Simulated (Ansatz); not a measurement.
Cd3Se, 4 atoms in the cell. Symmetry: I4/mmm, No. 139, tetragonal system. The conventional cell has a = 4.082 Å, b = 4.082 Å, c = 12.174 Å, α = 90.00°, β = 90.00°, γ = 90.00°. Cd (site symmetry 4/mmm) is surrounded by 4 Se at 2.89 Å. Cd (site symmetry -4m2) is surrounded by 4 Cd at 2.89 Å. Se (site symmetry 4/mmm) is surrounded by 4 Cd at 2.89 Å. The cell comes from a database or a generator and needn't be the stable form of this composition.

```yaml
Program: Ansatz 0.2.0
Task: band structure
Functional: PBE
Potentials_or_basis: Ansatz PAW
Cutoff: "420 eV (not typed: the program's choice for these potentials)"
k_mesh: 9 × 9 × 9
Occupations: fermi-dirac, width 0.05 eV
Spin: no spin polarisation
Path: "[[\"G\", \"X\", \"Y\", \"S\", \"G\", \"Z\", \"S1\", \"N\", \"P\", \"Y1\", \"Z\"], [\"X\", \"P\"]]"
Points_for_each_segment_of_the_path: 14
```

Potentials or basis: Ansatz PAW.

Run with:

```console
$ ansatz run input.yaml --threads 2 --pin off --max-ram 5632MiB --backend cpu --events-out ev --progress --plain --runs-dir out
```

Hardware: 2 threads of Arm Neoverse V1, with other jobs on the host.

Q: Estimate the wall time of this run.

A: Wall time 23 s on 2 threads of Arm Neoverse V1, on a shared host, peak memory 0.59 GiB. Counts: scf iterations 8, plane waves 2001, k points 75, bands 48.
